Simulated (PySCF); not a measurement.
# W (W3+): the cost of one run

Computed with PySCF 2.14.0 and routines of our own; the level stands in each step. Atoms count from 0.

## Step 1: The starting structure

1 atom, charge 3, states of the metal's open shell are computed; geometry from: free ion.

## Step 2: Ligand-field states: state-averaged CASSCF

The job: settings as JSON, then the geometry in Å.

```
{"job": {"kind": "lf", "basis": {"metal": "x2c-TZVPall", "ligand": "x2c-SVPall"}, "nevpt": true}, "charge": 3, "metal": "W", "open_shell": "d3"}
W      0.000000     0.000000     0.000000
```

Method: state-averaged CASSCF of the metal d shell, SC-NEVPT2 on the averaged canonical orbitals, state-interaction spin-orbit coupling.

Launch:

```sh
> OMP_NUM_THREADS=1 python lf_run.py task.json out
```

The driver reads the jobs from task.json and runs them one after another.

Q: Estimate the wall time and peak memory of this first job on 1 thread of Arm Neoverse V2, shared host.

About 7.9 s, with a peak of 0.23 GiB.
